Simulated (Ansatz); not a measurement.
# AgF: vertical and adiabatic energies of changing the electron count

With Ansatz 0.2.0 through its Python package.

Notebook, run cell by cell (the value of a cell's last expression is shown):

```python
import itertools

import ansatz as az
from ase.data import atomic_numbers, covalent_radii
import numpy as np

BASIS = "def2-SVP"
FUNCTIONAL = "b3lyp"
CHARGE = 1
```

```python
mol = (
    az.Crystal.molecule()
    .atom("F", [0.8153, -0.3182, 0.4032])
    .atom("Ag", [-0.7858, 0.258, -0.3991])
)
```

```python
calc = (
    mol.calculation()
    .basis(gaussian=BASIS)
    .functional(FUNCTIONAL)
    .accuracy("medium")
)
symbols = [site.symbol for site in mol.cartesian_sites]
start = np.array([site.position_ang for site in mol.cartesian_sites], dtype=float)
rep = calc.relax(force_tolerance=0.01, max_steps=100).run(threads=1).report
end = np.array(rep["positions_ang"])
```

```python
minimum = az.Crystal.molecule()
for symbol, place in zip(symbols, end):
    minimum = minimum.atom(symbol, place.tolist())
ion = minimum.calculation()
ion = ion.basis(gaussian=BASIS)
ion = ion.functional(FUNCTIONAL)
ion = ion.accuracy("medium")
ion = ion.charge(CHARGE)
ion = ion.spin("collinear", total=1)
vertical = ion.run(threads=1).report
settled = ion.relax(force_tolerance=0.01, max_steps=80).run(threads=1).report
print(f"vertical ionisation energy   {vertical['free_energy_ev'] - rep['free_energy_ev']:.3f} eV")
print(f"adiabatic, no zero point     {settled['free_energy_ev'] - rep['free_energy_ev']:.3f} eV")
print(f"relaxation energy of the ion {vertical['free_energy_ev'] - settled['free_energy_ev']:.3f} eV")
ionised = np.array(settled["positions_ang"])
radius = [covalent_radii[atomic_numbers[s]] for s in symbols]
span = lambda where, i, j: np.linalg.norm(where[i] - where[j])
bonded = [(i, j) for i, j in itertools.combinations(range(len(symbols)), 2) if min(span(end, i, j), span(ionised, i, j)) < 1.2 * (radius[i] + radius[j])]
print("pair        before    after (A)")
for i, j in bonded:
    print(f"{symbols[i]}{i}-{symbols[j]}{j}".ljust(10), f"{span(end, i, j):8.4f} {span(ionised, i, j):8.4f}")
```

    vertical ionisation energy   10.605 eV
    adiabatic, no zero point     10.601 eV
    relaxation energy of the ion 0.004 eV
    pair        before    after (A)
    F0-Ag1       1.9798   2.0429

Caveats:
- The settings weren't tested for convergence.
- The energies are electronic: no zero-point or thermal terms, and the basis set is short of its limit. The product may relax into another structure. Each relaxation finds its nearest minimum, which needn't be the lowest.
- def2 sets replace the cores of elements past krypton by effective core potentials.
- b3lyp holds the VWN-RPA fit, as in Gaussian; the form of ORCA and Turbomole is b3lyp5.
- Hardware and time: 36 s on 1 thread of Arm Neoverse V2, with other jobs on the host, peak memory 0.2 GiB.
